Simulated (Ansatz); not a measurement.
# ZnNH4+ (SMILES [NH3+][ZnH]): single points off equilibrium

One table from this session's results is given with a row withheld; the runs are named, their logs left out.

Computed with Ansatz 0.2.0, Gaussian basis. Level: single points in def2-TZVPP.

Correlated methods freeze the cores. The 3s and 3p shells of Cu and Zn are frozen; filled d shells are correlated.

### The system as given

SMILES `[NH3+][ZnH]`, 6 atoms, charge 1, spin multiplicity 1.

Atoms are counted from 1 here; the program's logs count them from 0.

Bond lengths: N1–Zn2 2.288 Å, N1–H3 0.952 Å, N1–H4 0.931 Å, N1–H5 1.050 Å, Zn2–H6 1.220 Å. Angles: Zn2–N1–H3 102.5°, Zn2–N1–H4 111.2°, Zn2–N1–H5 119.1°, H3–N1–H4 135.9°, H3–N1–H5 96.3°, H4–N1–H5 91.4°, N1–Zn2–H6 170.1°.

Geometry (Å):

```xyz
6
H4NZn
N    -0.0718   -0.7688   -0.3105
Zn   -0.0521    1.2127    0.8329
H     0.8544   -0.9747   -0.3831
H    -0.8524   -1.2473   -0.1418
H    -0.2687   -0.7613   -1.3421
H     0.1515    2.2121    1.5020
```

Set-up of the first run:

The input, run/in.yaml:

```yaml
crystal:
  periodic: [false, false, false]
  atoms:
    - {symbol: N, position_ang: [-0.071800, -0.768800, -0.310500]}
    - {symbol: Zn, position_ang: [-0.052100, 1.212700, 0.832900]}
    - {symbol: H, position_ang: [0.854400, -0.974700, -0.383100]}
    - {symbol: H, position_ang: [-0.852400, -1.247300, -0.141800]}
    - {symbol: H, position_ang: [-0.268700, -0.761300, -1.342100]}
    - {symbol: H, position_ang: [0.151500, 2.212100, 1.502000]}
basis:
  gaussian: {orbitals: def2-TZVPP}
total_charge: 1
correlation: {method: ccsd_t, frozen_orbitals: {H: 0, "N": 1, Zn: 9}}
output: {forces: true}
```

No record of the launch command was kept for these runs.

Steps of the session up to this table: CCSD(T)/def2-TZVPP; PBE0-D4/def2-TZVPP; wB97M-V/def2-TZVPP; r2SCAN-D4/def2-TZVPP; PBE-D4/def2-TZVPP; BLYP-D4/def2-TZVPP; revPBE-D4/def2-TZVPP.

One of the session's tables, all rows but one given; the rest of the session is left out.

```
   method  RMS force component (eV/Å)  angle to CCSD(T) forces (°)
  CCSD(T)                       3.860                    reference
  PBE0-D4                       3.860                          1.0
  wB97M-V                       3.841                          0.7
r2SCAN-D4                       3.785                          0.6
   PBE-D4                       3.821                          2.5
  BLYP-D4                       3.793                          2.4
revPBE-D4                           ?                            ?
```

Estimate the missing values for revPBE-D4.

**Answer.** RMS force component (eV/Å): 3.832; angle to CCSD(T) forces (°): 2.5. In the column «RMS force component (eV/Å)» it lies between PBE-D4 (3.821) and wB97M-V (3.841).
